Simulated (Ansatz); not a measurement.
# BaAu3: the cost of one run

Program: Ansatz 0.2.0. Level of theory: DFT PBE, scalar-relativistic, plane waves, PAW. These are calculated values, not measurements.

2 further runs of the same task are left out: 2 that didn't finish. Runs told in other sessions of the task aren't counted.

### Step 1. The system as given

Symmetry: Pm-3m, No. 221, cubic system. Conventional cell: a = 4.657 Å, b = 4.657 Å, c = 4.657 Å, α = 90.00°, β = 90.00°, γ = 90.00°. Ba (site symmetry m-3m) has 12 Au at 3.29 Å in its first shell of neighbours. Au (site symmetry 4/mmm) is surrounded by 4 Ba at 3.29 Å and 8 Au at 3.29 Å.

As a file:

```cif
data_structure
_symmetry_space_group_name_H-M 'P 1'
_symmetry_Int_Tables_number 1
_cell_length_a 4.6567
_cell_length_b 4.6567
_cell_length_c 4.6567
_cell_angle_alpha 90.000
_cell_angle_beta 90.000
_cell_angle_gamma 90.000
_cell_volume 100.98
loop_
_atom_site_label
_atom_site_type_symbol
_atom_site_fract_x
_atom_site_fract_y
_atom_site_fract_z
_atom_site_occupancy
Ba1 Ba 0.00000 0.00000 0.00000 1
Au1 Au 0.00000 0.50000 0.50000 1
Au2 Au 0.50000 0.50000 0.00000 1
Au3 Au 0.50000 0.00000 0.50000 1
```

This cell comes from an earlier session at PBE: 25.244 Å³/atom at 0.00 GPa, on a 8×8×8 mesh.

Volume factors to run: 0.980, 1.020, 0.960, 1.040, 1.070, 1.100, 0.945.

### Step 2. At 0.980 of the relaxed volume

Input file input.yaml:

```yaml
crystal:
  lattice:
    - [4.6254113629, 0.0, 0.0]
    - [0.0, 4.6254113629, 0.0]
    - [0.0, 0.0, 4.6254113629]
  atoms:
    - { symbol: Ba, position: [0.0, 0.0, 0.0] }
    - { symbol: Au, position: [0.0, 0.5, 0.5] }
    - { symbol: Au, position: [0.5, 0.5, 0.0] }
    - { symbol: Au, position: [0.5, 0.0, 0.5] }
basis:
  ecutwfc: 420
  ecutrho_ratio: 4
kpoints:
  mp_grid: { grid: [8, 8, 8] }
hamiltonian:
  xc: pbe
scf:
  occupations: { method: gaussian, width: 0.05 }
output:
  forces: true
  stress: true
  eigenvalues: true
```

On the command line:

```console
> ansatz run input.yaml --threads 2 --pin off --max-ram 2662MiB --backend cpu --events-out ev --progress --plain --runs-dir out
```

**Question.** How long does this run take on 2 threads of Arm Neoverse V1, shared host, and how much memory does it need?

About 5.2 s, with a peak of 0.42 GiB.
